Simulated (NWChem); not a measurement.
# A workflow on the pair CH5Sb···SiH3Cl

Wanted: a single-point energy (singlet CH8ClSbSi, revPBE-D3(BJ)/STO-3G), then a single-point energy (singlet CH5Sb, revPBE-D3(BJ)/STO-3G), then a single-point energy (singlet SiH3Cl, revPBE-D3(BJ)/STO-3G), then a single-point energy (singlet CH5Sb, revPBE-D3(BJ)/STO-3G), then the energy (singlet SiH3Cl, revPBE-D3(BJ)/STO-3G) of CH8ClSbSi and its partners. 

Program for the calculation: NWChem 7.3.0.

**1. The structure to begin with**

The species is CH8ClSbSi (12 atoms), meant as a singlet with charge 0. The two molecules were placed rigidly side by side, at 1.3 times their contact distance; the pair isn't optimised.

Bond lengths: C1–Sb2 2.162 Å, Si8–Cl9 2.054 Å, C1–H3 1.090 Å, C1–H4 1.090 Å, C1–H5 1.088 Å, Sb2–H6 1.711 Å, Sb2–H7 1.711 Å, Si8–H10 1.481 Å, Si8–H11 1.481 Å, Si8–H12 1.481 Å. Some angles: C1–Sb2–H6 94.2°, C1–Sb2–H7 94.2°, Sb2–C1–H3 108.7°, Sb2–C1–H4 108.7°, Sb2–C1–H5 111.0°, Cl9–Si8–H10 108.5°, Cl9–Si8–H11 108.5°, Cl9–Si8–H12 108.5°, H6–Sb2–H7 91.2°, H3–C1–H4 108.9°.

**2. The energy at revPBE-D3(BJ)/STO-3G (run 1)**

run.nw reads:

```
start run
title "CH8ClSbSi"
memory total 2200 mb

geometry noautosym nocenter noautoz
C       -0.619240      -0.468970      -0.398260
Sb       0.659560       0.189530       1.215440
H       -0.448040      -1.531770      -0.568260
H       -1.657940      -0.322070      -0.102760
H       -0.414540       0.086930      -1.310560
H        0.402860       1.852830       0.906740
H        2.077360       0.193530       0.257640
Si       4.824010      -2.057060      -2.269290
Cl       6.174800      -2.122740      -0.723960
H        5.564990      -1.839470      -3.532780
H        3.882660      -0.940690      -2.024180
H        4.096200      -3.345840      -2.313070
end

basis spherical bse
* library STO-3G
end

dft
xc revpbe cpbe96
mult 1
disp vdw 4
grid fine
convergence energy 1e-08
maxiter 100
mulliken
print low
end

task dft energy
```

Command:

```
$ nwchem run.nw > run.out
```

The program printed:

```text
[...]
 d= 0,ls=0.0,diis     1  -7036.6750954864 -7.46D+03  2.54D-02  3.15D-01     1.3
[...]
 d= 0,ls=0.0,diis     8  -7036.7369245416 -4.00D-10  5.72D-07  2.85D-10     6.3
         Total DFT energy =    -7036.736924541604
      One electron energy =   -10552.429969829003
           Coulomb energy =     3320.831896711167
    Exchange-Corr. energy =     -223.513716498189
 Nuclear repulsion energy =      418.394033451176
    Dispersion correction =       -0.019168376756
[...]
      Total Density - Mulliken Population Analysis
     ---------------------------------------------
    Atom       Charge   Shell Charges
 -----------   ------   -------------------------------------------------------
    1 C    6     6.37   1.99  1.25  3.13
    2 Sb  51    50.66   2.00  2.00  6.00  2.00  6.00  2.00  5.98  1.72  3.00 10.00  9.97
    3 H    1     0.92   0.92
    4 H    1     0.92   0.92
    5 H    1     0.92   0.92
    6 H    1     1.10   1.10
    7 H    1     1.10   1.10
    8 Si  14    13.39   2.00  1.98  5.87  1.28  2.26
    9 Cl  17    17.33   2.00  2.00  5.99  1.99  5.35
   10 H    1     1.09   1.09
[...]
```

It took 6.9 s on 1 thread of AMD EPYC 9R14 (Zen 4), shared host; peak memory 0.13 GiB.

**3. CH5Sb: the energy at revPBE-D3(BJ)/STO-3G (run 2)**

ch5sb.nw reads:

```
start ch5sb
memory total 2200 mb
geometry units au noautosym nocenter noautoz
 C   -1.17019401  -0.88622486  -0.75260233
 Sb   1.24638776   0.35815979   2.29684872
 H   -0.84667289  -2.89462579  -1.07385577
 H   -3.13305253  -0.60862409  -0.19418826
 H   -0.78336707   0.16427389  -2.47659947
 H    0.76129507   3.50134126   1.71349027
 H    3.92564146   0.36571870   0.48686904
end
basis spherical bse
 C library STO-3G
 Sb library STO-3G
 H library STO-3G
end
dft
 xc revpbe cpbe96
 mult 1
 disp vdw 4
 grid fine
 convergence energy 1e-08
 maxiter 100
 mulliken
 print low
end
task dft energy
```

Command:

```
$ nwchem ch5sb.nw > ch5sb.out
```

The program printed:

```text
[...]
 d= 0,ls=0.0,diis     1  -6293.7052381609 -6.44D+03  1.29D-02  1.07D-01     0.6
[...]
 d= 0,ls=0.0,diis     7  -6293.7164773657 -1.11D-09  4.45D-07  3.18D-11     2.7
         Total DFT energy =    -6293.716477365693
      One electron energy =    -8985.168792130997
           Coulomb energy =     2715.639065865548
    Exchange-Corr. energy =     -173.389224346732
 Nuclear repulsion energy =      149.213130963917
    Dispersion correction =       -0.010657717429
[...]
      Total Density - Mulliken Population Analysis
     ---------------------------------------------
    Atom       Charge   Shell Charges
 -----------   ------   -------------------------------------------------------
    1 C    6     6.37   1.99  1.25  3.12
    2 Sb  51    50.66   2.00  2.00  6.00  2.00  6.00  2.00  5.98  1.71  3.00 10.00  9.97
    3 H    1     0.92   0.92
    4 H    1     0.92   0.92
    5 H    1     0.92   0.92
    6 H    1     1.10   1.10
    7 H    1     1.10   1.10
[...]
```

Run time: 3.6 s. Hardware: 1 thread of AMD EPYC 9R14 (Zen 4), shared host; peak memory 0.12 GiB.

**4. SiH3Cl: a single-point energy at revPBE-D3(BJ)/STO-3G (run 3)**

run.nw reads:

```
start run
memory stack 880 mb heap 220 mb global 1100 mb
charge 0
geometry units bohr noautosym nocenter noautoz
  Si   9.11605772  -3.88728002  -4.28833660
  Cl  11.66868087  -4.01139723  -1.36808613
  H   10.51630699  -3.47609451  -6.67598666
  H    7.33716404  -1.77764647  -3.82514583
  H    7.74069615  -6.32272126  -4.37106881
end
basis spherical bse
  * library STO-3G
end
dft
  xc revpbe cpbe96
  disp vdw 4
  grid fine
  convergence energy 1e-08
  maxiter 100
  mulliken
  noprint "final vectors analysis"
end
task dft energy
```

Command:

```
$ nwchem run.nw > run.out
```

The program printed:

```text
[...]
          Wavefunction type:  closed shell.
          No. of atoms     :     5
          No. of electrons :    34
[...]
          Charge           :     0
          Spin multiplicity:     1
[...]
          AO basis - number of functions:    21
[...]
              XC Information
              --------------
                        RevPBE Exchange Functional  1.000
            Perdew 1991 LDA Correlation Functional  1.000 local
           PerdewBurkeErnz. Correlation Functional  1.000 non-local
[...]
 d= 0,ls=0.0,diis     1   -742.9692402260 -8.29D+02  6.59D-02  2.06D-01     0.3
[...]
 d= 0,ls=0.0,diis     7   -743.0195136326 -9.64D-11  1.55D-07  3.02D-12     1.0
         Total DFT energy =     -743.019513632641
      One electron energy =    -1201.738265684053
           Coulomb energy =      422.513406966859
    Exchange-Corr. energy =      -50.124342249646
 Nuclear repulsion energy =       86.337127770658
    Dispersion correction =       -0.007440436460
[...]
      Total Density - Mulliken Population Analysis
     ---------------------------------------------
    Atom       Charge   Shell Charges
 -----------   ------   -------------------------------------------------------
    1 Si  14    13.39   2.00  1.98  5.87  1.28  2.26
    2 Cl  17    17.33   2.00  2.00  5.99  1.99  5.35
    3 H    1     1.09   1.09
    4 H    1     1.09   1.09
    5 H    1     1.09   1.09
[...]
```

Run time: 1.6 s. Hardware: 1 thread of AMD EPYC 9R14 (Zen 4), shared host; peak memory 0.12 GiB.

**5. CH5Sb among ghost functions: a single-point energy at revPBE-D3(BJ)/STO-3G (with ghost functions) (run 4)**

ch5sb.nw reads:

```
start ch5sb
memory stack 880 mb heap 220 mb global 1100 mb

geometry units angstrom noautosym nocenter noautoz
   C    -0.619240   -0.468970   -0.398260
   Sb    0.659560    0.189530    1.215440
   H    -0.448040   -1.531770   -0.568260
   H    -1.657940   -0.322070   -0.102760
   H    -0.414540    0.086930   -1.310560
   H     0.402860    1.852830    0.906740
   H     2.077360    0.193530    0.257640
   bqSi     4.824010    -2.057060    -2.269290
   bqCl     6.174800    -2.122740    -0.723960
   bqH      5.564990    -1.839470    -3.532780
   bqH      3.882660    -0.940690    -2.024180
   bqH      4.096200    -3.345840    -2.313070
end

basis spherical bse
   C library STO-3G
   Sb library STO-3G
   H library STO-3G
   bqSi library Si STO-3G
   bqCl library Cl STO-3G
   bqH library H STO-3G
end

dft
   xc revpbe cpbe96
   disp vdw 4
   grid fine
   convergence energy 1e-08
   iterations 100
   mulliken
   print low
end

task dft
```

Command:

```
$ nwchem ch5sb.nw > ch5sb.out
```

The program printed:

```text
[...]
 d= 0,ls=0.0,diis     1  -6293.7052780460 -6.44D+03  8.21D-03  1.07D-01     1.2
[...]
 d= 0,ls=0.0,diis     7  -6293.7165054558 -1.09D-09  2.84D-07  3.20D-11     5.1
         Total DFT energy =    -6293.716505455773
      One electron energy =    -8985.167167853870
           Coulomb energy =     2715.637356045364
    Exchange-Corr. energy =     -173.389177685813
 Nuclear repulsion energy =      149.213141756485
    Dispersion correction =       -0.010657717939
[...]
      Total Density - Mulliken Population Analysis
     ---------------------------------------------
    Atom       Charge   Shell Charges
 -----------   ------   -------------------------------------------------------
    1 C    6     6.37   1.99  1.25  3.12
    2 Sb  51    50.66   2.00  2.00  6.00  2.00  6.00  2.00  5.98  1.72  3.00 10.00  9.97
    3 H    1     0.92   0.92
    4 H    1     0.92   0.92
    5 H    1     0.92   0.92
    6 H    1     1.10   1.10
    7 H    1     1.10   1.10
    8 X    0     0.00   0.00  0.00 -0.00  0.00  0.00
    9 X    0     0.00   0.00  0.00 -0.00  0.00  0.00
   10 X    0     0.00   0.00
[...]
```

Wall time 6 s (1 thread of AMD EPYC 9R14 (Zen 4), shared host); peak memory 0.13 GiB.

**6. SiH3Cl among ghost functions: the energy at revPBE-D3(BJ)/STO-3G (with ghost functions) (run 5)**

clh3si.nw reads:

```
start clh3si
title "ClH3Si revPBE"
memory stack 880 mb heap 220 mb global 1100 mb
geometry units angstrom noautosym nocenter noautoz
  Si       4.824010      -2.057060      -2.269290
  Cl       6.174800      -2.122740      -0.723960
  H        5.564990      -1.839470      -3.532780
  H        3.882660      -0.940690      -2.024180
  H        4.096200      -3.345840      -2.313070
  bqC     -0.619240    -0.468970    -0.398260
  bqSb     0.659560     0.189530     1.215440
  bqH     -0.448040    -1.531770    -0.568260
  bqH     -1.657940    -0.322070    -0.102760
  bqH     -0.414540     0.086930    -1.310560
  bqH      0.402860     1.852830     0.906740
  bqH      2.077360     0.193530     0.257640
end
basis "ao basis" spherical bse
  Si library STO-3G
  Cl library STO-3G
  H library STO-3G
  bqC library C STO-3G
  bqSb library Sb STO-3G
  bqH library H STO-3G
end
dft
  xc revpbe cpbe96
  disp vdw 4
  grid fine
  convergence energy 1e-08
  maxiter 100
  mulliken
  print low
end
task dft energy
```

Command:

```
$ nwchem clh3si.nw > clh3si.out
```

The program printed:

```text
[...]
 d= 0,ls=0.0,diis     1   -742.9692512081 -8.29D+02  2.39D-02  2.06D-01     0.9
[...]
 d= 0,ls=0.0,diis     7   -743.0195314919 -9.73D-11  5.61D-08  3.02D-12     3.9
         Total DFT energy =     -743.019531491932
      One electron energy =    -1201.737608375131
           Coulomb energy =      422.512670341038
    Exchange-Corr. energy =      -50.124286950415
 Nuclear repulsion energy =       86.337133929404
    Dispersion correction =       -0.007440436827
[...]
      Total Density - Mulliken Population Analysis
     ---------------------------------------------
    Atom       Charge   Shell Charges
 -----------   ------   -------------------------------------------------------
    1 Si  14    13.39   2.00  1.98  5.87  1.28  2.26
    2 Cl  17    17.33   2.00  2.00  5.99  1.99  5.35
    3 H    1     1.09   1.09
    4 H    1     1.09   1.09
    5 H    1     1.09   1.09
    6 X    0    -0.00  -0.00 -0.00  0.00
    7 X    0     0.00   0.00  0.00 -0.00  0.00  0.00  0.00 -0.00  0.00  0.00  0.00 -0.00
    8 X    0     0.00   0.00
    9 X    0     0.00   0.00
   10 X    0     0.00   0.00
[...]
```

It took 4.8 s on 1 thread of AMD EPYC 9R14 (Zen 4), shared host; peak memory 0.13 GiB.

**7. What came out**

```
                                                                                                                   quantity           value
                                                                                  run 1, revPBE-D3(BJ)/STO-3G: total energy  -7036.73692 Eh
                                                                             run 1, revPBE-D3(BJ)/STO-3G: dispersion energy   -50.33 kJ/mol
                                                                                                        CH5Sb: total energy  -6293.71648 Eh
                                                                                                   CH5Sb: dispersion energy   -27.98 kJ/mol
                                                                                                       SiH3Cl: total energy   -743.01951 Eh
                                                                                                      SiH3Cl: dipole moment          2.42 D
                                                                                                  SiH3Cl: dispersion energy   -19.53 kJ/mol
                                                                                  CH5Sb among ghost functions: total energy  -6293.71651 Eh
                                                                             CH5Sb among ghost functions: dispersion energy   -27.98 kJ/mol
                                                                                 SiH3Cl among ghost functions: total energy   -743.01953 Eh
                                                                            SiH3Cl among ghost functions: dispersion energy   -19.53 kJ/mol
              interaction energy of the rigid parts CH5Sb and SiH3Cl (parts in their own basis; closest atoms 3.12 Å apart)       -0.025 eV
interaction energy of the rigid parts CH5Sb and SiH3Cl (parts in the whole basis, counterpoise; closest atoms 3.12 Å apart)       -0.024 eV
```

**Reading.** The interaction energy of the rigid parts CH5Sb and SiH3Cl (parts in their own basis; closest atoms 3.12 Å apart) is −0.03 eV (−2.5 kJ/mol): the parts attract. Without counterpoise this holds the superposition error of the basis. The interaction energy of the rigid parts CH5Sb and SiH3Cl (parts in the whole basis, counterpoise; closest atoms 3.12 Å apart) is −0.02 eV (−0.6 kcal/mol): the parts attract. The basis-set superposition error is 0.1 kJ/mol. Mulliken charges (run 1, revPBE-D3(BJ)/STO-3G) run from -0.37 on C1 to +0.61 on Si8. Relativity is left out (run 1, revPBE-D3(BJ)/STO-3G) although the molecule holds a heavy atom. Mulliken charges (CH5Sb) run from -0.37 on C1 to +0.34 on Sb2.
